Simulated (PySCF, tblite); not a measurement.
# CH7FNO2Si2 radical, a small gas-phase stand-in for a defect centre (Si site with back bonds N[SiH3], C, F): EPR parameters

Wanted: the EPR parameters for `C[Si](F)(N[SiH3])O[O]`. It is drawn as: peroxy radical.

Programs: tblite 0.8.0 and PySCF 2.14.0. All values are calculated, for the isolated system unless a continuum is named. Atoms count from 0, parts from 1.

## Step 1: The system as given

14 atoms, charge 0, multiplicity 2; geometry: distance geometry start.

## Step 2: Geometry optimisation with GFN2-xTB

The job: settings as JSON, then the geometry in Å.

```
{"job": {"kind": "relax", "xc": "GFN2-xTB", "basis": "xTB"}, "charge": 0, "multiplicity": 2}
Si    -0.592578     0.162061     0.409988
N      0.956997    -0.414246    -0.129490
Si     2.321669     0.672040    -0.069999
C     -1.856514    -1.146356     0.026356
F     -0.630351     0.383351     2.104598
O     -1.137850     1.627295    -0.289623
O     -2.236884     1.378032    -0.929327
H      0.993243    -1.192409    -0.795810
H      2.062155     2.050157    -0.486647
H      2.920463     0.686527     1.254428
H      3.375720     0.137299    -0.972598
H     -2.200459    -1.060565    -1.010398
H     -1.303641    -2.123384     0.061409
H     -2.678336    -1.175599     0.767144
```

With the program's defaults for keys left out, this is: GFN2-xTB geometry optimisation, gas phase.

On the command line:

```sh
> OMP_NUM_THREADS=1 python cluster_run.py task.json out
```

This one command runs all jobs of the session in turn.

**Question.** The jobs that follow are: PBE0-D3(BJ)/def2-SVP geometry optimisation, gas phase; UKS B3LYP, IGLO-III on C F N O Si, pcH-1 on H, non-relativistic, mean-field spin-orbit, GIAO; UKS BHandHLYP, IGLO-III on C F N O Si, pcH-1 on H, non-relativistic, mean-field spin-orbit, GIAO. Predict: point group; rotational constants (main isotopes); g(iso) (B3LYP); ⟨S²⟩; largest a(iso).

The runs gave:

| quantity | value |
| --- | --- |
| point group | C1 |
| rotational constants (main isotopes) | 2.40, 1.22, 1.07 GHz |
| g(iso) (B3LYP) | 2.01757 |
| ⟨S²⟩ | 0.754 (exact 0.75) |
| largest a(iso) | 17O on O6, -47.8 MHz |

In words: The start of the PBE0/def2-SVP relaxation was shaken at random by about 0.01 Å, so part of the energy gained, and of the first lengths quoted, undoes that. Relaxing lowered the energy by 0.365 eV in 15 steps; the close pair that moved most is C3–H12, from 1.051 to 1.100 Å (PBE0/def2-SVP). O6 carries the largest spin population, 0.72 e. The isotropic g lies 15.3 ppt above the free-electron value. These values are not to be trusted: the run shows nearly degenerate orbitals, where second-order g theory doesn't apply. A capped cluster stands for the solid here, so long-range fields and strain are missing, and bands or shifts of the capping hydrogens have no counterpart in it.
